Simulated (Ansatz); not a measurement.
# InO in Ansatz: relaxation of the atoms with PBE

Aim: the relaxation of the atoms of InO with PBE.

All numbers are computed with Ansatz 0.2.0; they aren't measurements. Logs are shortened: lines on timing, memory, paths and dates and some standing lists are left out, and cuts for length are marked.

## (1) Starting point

The cell holds a sheet with vacuum, 2 atoms: a = 3.551 Å, b = 3.551 Å, c = 25.914 Å, α = 90.00°, β = 90.00°, γ = 120.00°.

The cell was built by a generator and needn't be a form met in nature.

## (2) Relaxation of the atoms, PBE

Input file input.yaml:

```yaml
crystal:
  lattice:
    - [3.55141, 0.0, 0.0]
    - [-1.7757, 3.07561, 0.0]
    - [0.0, 0.0, 25.91362]
  atoms:
    - { symbol: In, position: [0.0, 0.0, 0.32019] }
    - { symbol: O, position: [0.66667, 0.33333, 0.29725] }
kpoints:
  mp_grid: { grid: [9, 9, 1] }
scf:
  occupations: { method: fermi_dirac, width: 0.05 }
hamiltonian:
  xc: pbe
  pseudopotentials: { kind: all_electron, lapw: { basis_error: 0.002 } }
output:
  forces: true
  stress: true
relax:
  f_tol: 0.005
  max_steps: 60
```

Potentials or basis: all-electron LAPW, scalar-relativistic.

Started as:

```
$ ansatz run input.yaml --threads 4 --pin off --max-ram 12288MiB --backend cpu --events-out ev --progress --plain --runs-dir out
```

Output:

```text
Warning: the atoms were moved onto the symmetric positions of the space group found under crystal.symmetry.tolerance 1.0e-5 (fractional; no operation is sought that the atoms, as they stand in a round, miss by more than twice it, and no atom is moved by as much as it), and the run uses the moved positions. Before a round's move an operation carried an atom to 1.78e-5 Å from where it should land, the largest such distance. Atom 1 (counting from 0) moved farthest, by 2.05e-5 Å; the longest move in fractions of the cell, of whichever atom, is 0.47 of the tolerance, in 1 round. To run the atoms as typed, lower crystal.symmetry.tolerance until the operations that they miss are no longer found, or set crystal.symmetry.detect: false (a key that needs symmetry detection or time reversal refuses this as the deck is read). The positions used, in the order of the run's atom list: position: [5.5510939473021013e-17, -1.8503646491007004e-17, 0.32019]; position: [0.6666666666666667, 0.3333333333333333, 0.29725]; The lattice was moved too: crystal.lattice keeps the space group found at crystal.symmetry.tolerance 1.0e-5 only nearly: the operation that it misses by the most changes a squared length by the fraction 3.25e-6. The run uses the lattice that is a stretch of the typed one, with no rotation, onto the one that keeps every operation to a double's rounding (on a very oblique basis the stretch itself rounds by more); the deck's lattice vector that moved farthest moved by 2.98e-6 Å. To run the lattice as typed, set crystal.symmetry.tolerance under 9.05e-7, the least fraction by which an operation that the lattice misses changes a squared length (the same key also sets how far an atom may lie from its image, so lowering it can lose operations that the atoms keep only within it), or set crystal.symmetry.detect: false, as for the atoms. crystal.lattice made exact, in Å and degrees: [[3.5514092614235553, -2.88675134597805e-6, 0.0], [-1.7757021307117775, 3.0756120830038025, 0.0], [0.0, 0.0, 25.91362]]. Pasted over the deck's crystal.lattice, beside positions in fractional coordinates, it runs the same cell (given as lengths and angles, that cell in the form's own orientation, a rigid turn of the misfit's size from the one run here, for which a checkpoint.post_process_only pass over this run's state can be refused: where this run relaxes nothing, give such a pass this deck's own crystal.lattice, as typed; behind a relaxation, as crystal.lattice, the state's own cell, identity.cell in its checkpoint.json), and a matrix so pasted ends this notice, except on a very skew basis of the lattice, where the rounding of the pasted numbers themselves can read as a misfit: the cell is then moved again, and that move is told again. The lattice as run is in this notice's lattice.as_run_ang field (Run.prep()["deck_notices"] in Python, the deck_notice line of an events file, deck_notices of ansatz run --dry-run=json, or deck_notices in record.json in the deck's checkpoint.write directory).
Warning: RAYON_NUM_THREADS=4 ignored (pool sized by the plan → 4); use --threads N
The last accepted step is kept in <dir> (removed where the run ends without a failure and the disk answers)
LAPW: plane waves up to 9.895 Å⁻¹, error target 2.0e-3 eV per atom; small_component_spin mean_spin; O in spheres of 0.912 Å, 8 of its electrons in bands, Dirac shells []; In in spheres of 1.159 Å, 31 of its electrons in bands, Dirac shells [] (how accurate: hamiltonian.pseudopotentials.lapw.basis_error, Limitations)
Engine: ansatz 0.2.0, x86_64-unknown-linux-gnu
Pseudopotentials: kind: all_electron
Pseudopotential: In, LAPW, valence charge 31, lapw/all_electron/scalar/gaussian/In, Koelling and Harmon's equation, gaussian nucleus
Pseudopotential: O, LAPW, valence charge 8, lapw/all_electron/scalar/gaussian/O, Koelling and Harmon's equation, gaussian nucleus
Functional definition: PBE
  parameter kappa = 0.804
  parameter beta = 0.06672455060314922
  exchange = pbe_x(kappa = kappa, mu = beta*pi^2/3)
  correlation = pbe_c(beta = beta)
Crystal: 2 atoms, lattice volume = 283.048 Å³
Basis set: ecut = 373.0055203057119 eV, 4713 PW (Γ), exchange–correlation at level 2
Bands: 24, of which v1, the nominal top of the filled ones, is band 20 counted from 1 (19 counted from 0)
Symmetry: 6 space group operations
Space group: P3m1 (ITA 156), of the structure as read, at distance tolerance 6.6e-5 Å
k-points: 12 of 81 (time reversal used)
Non-local potential: In, projectors of the file, none
Non-local potential: O, projectors of the file, none
Initial density: superposition of atomic densities (neutral atoms: chi_scale 0, normalization atom)
Initial wavefunctions: plane waves of lowest kinetic energy (no species holds an atomic orbital)
Functional: x = pbe(κ = 0.804, μ = 0.2195149727645171), c = pbe(β = 0.06672455060314922)
iter 1 solved again at ethr=1.62e-2 eV; its pass at ethr=1.00e-1 eV (dr2=6.32e0 eV) is discarded
SCF iter   1: F=—  HF=-162095.904628 eV  |F-HF|=—  |Δ(HF+E_count)|=         —  Δρ=3.60e-2  dr2=6.33e0  ethr=1.62e-2  ⟨swp⟩=2.2  Hψ=1748  notcnv=0
preconditioner: auto → LDOS  [insulator: Δε(μ)=0.531 eV  Ē_g=16.419 eV  σ=0.050 eV  W_gap=0.57  n_scr=16 (ndim 8)  ℏωp=9.6 eV  f_vac=0.821  D(μ)=1.16/eV (n_scr^D=6)  ε∞_Penn≈1.3  β→1.0]
SCF iter   2: F=—  HF=-162093.718018 eV  |F-HF|=—  |Δ(HF+E_count)|=    2.19e0  Δρ=1.14e-2  dr2=1.59e0  ethr=1.62e-2  ⟨swp⟩=3.2  Hψ=862  notcnv=0
SCF iter   3: F=—  HF=-162093.612419 eV  |F-HF|=—  |Δ(HF+E_count)|=   1.06e-1  Δρ=9.45e-3  dr2=3.40e-1  ethr=4.06e-3  ⟨swp⟩=3.3  Hψ=916  notcnv=0
iter 4 solved again at ethr=4.62e-5 eV; its pass at ethr=8.73e-4 eV (dr2=1.80e-2 eV) is discarded
SCF iter   4: F=—  HF=-162093.447808 eV  |F-HF|=—  |Δ(HF+E_count)|=         —  Δρ=1.74e-3  dr2=1.79e-2  ethr=4.62e-5  ⟨swp⟩=2.2  Hψ=1542  notcnv=0
the basis was enlarged: its passes take 174.5 KiB over the memory plan, 4 of 4 planned eigensolver slots
SCF iter   5: F=—  HF=-162093.439557 eV  |F-HF|=—  |Δ(HF+E_count)|=   8.25e-3  Δρ=5.79e-4  dr2=1.11e-3  ethr=4.60e-5  ⟨swp⟩=3.0  Hψ=883  notcnv=0
SCF iter   6: F=—  HF=-162093.439724 eV  |F-HF|=—  |Δ(HF+E_count)|=   1.67e-4  Δρ=2.09e-4  dr2=1.93e-4  ethr=2.85e-6  ⟨swp⟩=3.0  Hψ=860  notcnv=0
SCF iter   7: F=—  HF=-162093.439842 eV  |F-HF|=—  |Δ(HF+E_count)|=   1.18e-4  Δρ=7.63e-5  dr2=2.56e-5  ethr=4.96e-7  ⟨swp⟩=3.0  Hψ=844  notcnv=0
SCF iter   8: F=—  HF=-162093.439865 eV  |F-HF|=—  |Δ(HF+E_count)|=   2.31e-5  Δρ=1.92e-5  dr2=2.35e-6  ethr=6.56e-8  ⟨swp⟩=3.0  Hψ=874  notcnv=0
SCF iter   9: F=-162093.439867 eV  HF=-162093.439867 eV  |F-HF|=1.36e-7  |Δ(HF+E_count)|=   1.73e-6  Δρ=4.75e-6  dr2=8.49e-8  ethr=6.03e-9  ⟨swp⟩=3.0  Hψ=863  notcnv=0
SCF 1 converged in 9 iterations: F = -162093.439867 eV  dr2 = 8.49e-8
relax step   1: F+E_penalty+E_count = -162093.43986712 eV  Δ(F+E_penalty+E_count) = +0.000e0 eV  max|allowed force component| = 1.643e-2 eV/Å  Δτ_max = 0.0000 Å  (9 SCF iters, dr2 threshold 6.25e-7 eV, accepted)
Initial density: handed on by an earlier stage of this run
Initial wavefunctions: those handed on with the density
iter 1 solved again at ethr=2.85e-7 eV; its pass at ethr=1.00e-1 eV (dr2=1.11e-4 eV) is discarded
SCF iter   1: F=—  HF=-162093.439903 eV  |F-HF|=—  |Δ(HF+E_count)|=         —  Δρ=3.59e-5  dr2=1.01e-5  ethr=2.85e-7  ⟨swp⟩=4.0  Hψ=1362  notcnv=0
preconditioner: auto → LDOS  [insulator: Δε(μ)=0.401 eV  Ē_g=15.455 eV  σ=0.050 eV  W_gap=0.71  n_scr=16 (ndim 8)  ℏωp=9.6 eV  f_vac=0.832  D(μ)=1.37/eV (n_scr^D=6)  ε∞_Penn≈1.4  β→1.0]
SCF iter   2: F=—  HF=-162093.439898 eV  |F-HF|=—  |Δ(HF+E_count)|=   5.06e-6  Δρ=1.85e-5  dr2=2.80e-6  ethr=2.59e-8  ⟨swp⟩=3.0  Hψ=868  notcnv=0
iter 3 solved again at ethr=4.47e-10 eV; its pass at ethr=7.17e-9 eV (dr2=1.74e-7 eV) is discarded
SCF iter   3: F=—  HF=-162093.439899 eV  |F-HF|=—  |Δ(HF+E_count)|=   8.06e-7  Δρ=7.18e-6  dr2=1.73e-7  ethr=4.47e-10  ⟨swp⟩=2.0  Hψ=1459  notcnv=0
SCF iter   4: F=—  HF=-162093.439899 eV  |F-HF|=—  |Δ(HF+E_count)|=   2.79e-9  Δρ=2.13e-6  dr2=4.03e-8  ethr=4.44e-10  ⟨swp⟩=3.0  Hψ=847  notcnv=0
SCF iter   5: F=-162093.439899 eV  HF=-162093.439899 eV  |F-HF|=4.34e-9  |Δ(HF+E_count)|=   3.85e-8  Δρ=1.10e-6  dr2=1.26e-8  ethr=1.03e-10  ⟨swp⟩=2.8  Hψ=823  notcnv=0
SCF 2 converged in 5 iterations: F = -162093.439899 eV  dr2 = 1.26e-8
relax step   2: F+E_penalty+E_count = -162093.43989858 eV  Δ(F+E_penalty+E_count) = -3.145e-5 eV  max|allowed force component| = 4.378e-3 eV/Å  Δτ_max = 0.0015 Å  (5 SCF iters, accepted)
SCF converged after 5 iterations
Free energy (F): -162093.439899 eV
Harris-Foulkes:  -162093.439899 eV  (|F-HF|=4.34e-9)
Internal energy: -162093.428958 eV  (E = F + TS)
E sigma→0 (E₀):  -162093.434428 eV
Entropy (-TS):   -0.010940 eV (-5.470 meV/atom)
Fermi energy:    -2.027754 eV
--- Per-component energies (eV) ---
  E_band       = -6268.360977
  E_kinetic    = 170030.621921
  E_xc         = -4584.829382
  E_electrostatic = -327539.221497  (all electrons and nuclei)
  E_smearing   = -0.010940  (= −TS)
  E_closure    = 0.000000  (closes the sum)
  E_atoms      = -162084.329665  (free atoms, spherical and without spin; not in F)
  Σ components = -162093.439899   (vs F -162093.439899, Δ=0.00e0)
  Basis errors (estimates in eV, not in F): energy 1.0e-3 per atom: plane waves 9.6e-4 (6.0e-4 summed), levels above the bands 7.5e-38, relativity 6.3e-8, radial functions 7.1e-5, core shells 5.7e-7; eigenvalues (radial functions only) 2.9e-6; not estimated: angular momenta, meshes, grids; target (lapw.basis_error) 2.0e-3; muffin-tin radii O 0.912 Å, In 1.159 Å
--- Forces (eV/Å), atoms counted from 1 ---
  atom   1  In     0.00000000    -0.00000000     0.00435016
  atom   2  O      0.00000000     0.00000000    -0.00440593
  max |Σ_I F_I| component: 5.58e-5 eV/Å
--- Stress (GPa, compression-positive) ---
        0.011371      -0.000000       0.000000
       -0.000000       0.011371       0.000000
        0.000000       0.000000       0.000695
  P = ⅓ Tr σ = 0.0078 GPa (0.078 kbar)
--- Relaxed structure (2 steps of the walk, 2 accepted, 0 SCFs on fresh bases) ---
  F+E_penalty+E_count = -162093.43989858 eV   max|allowed force component| = 4.378e-3 eV/Å
  atoms:
    - { symbol: In, position: [5.552918295272556e-17, -1.8494524751154732e-17, 0.3202485089875272] }
    - { symbol: O, position: [0.666666666666667, 0.33333333333333337, 0.2971914910124729] }
```

Run time: 70 s. Hardware: 4 threads of Intel Xeon at 2.50GHz (Skylake/Cascade Lake), shared host; peak memory 0.99 GiB.

What came out:

```yaml
Free_energy: -162093.4399 eV
Energy_gained_by_relaxing: 0.0 meV/atom
Ionic_steps: 2
Largest_force_after_relaxing: 0.004 eV/Å
```

Forces in eV/Å, atoms in the order of the input:
```
In   0.000  0.000  0.004
O    0.000  0.000 -0.004
```

Final structure:
```cif
data_structure
_symmetry_space_group_name_H-M 'P 1'
_symmetry_Int_Tables_number 1
_cell_length_a 3.5514
_cell_length_b 3.5514
_cell_length_c 25.9136
_cell_angle_alpha 90.000
_cell_angle_beta 90.000
_cell_angle_gamma 120.000
_cell_volume 283.05
loop_
_atom_site_label
_atom_site_type_symbol
_atom_site_fract_x
_atom_site_fract_y
_atom_site_fract_z
_atom_site_occupancy
In1 In 0.00000 0.00000 0.32025 1
O1 O 0.66667 0.33333 0.29719 1
```
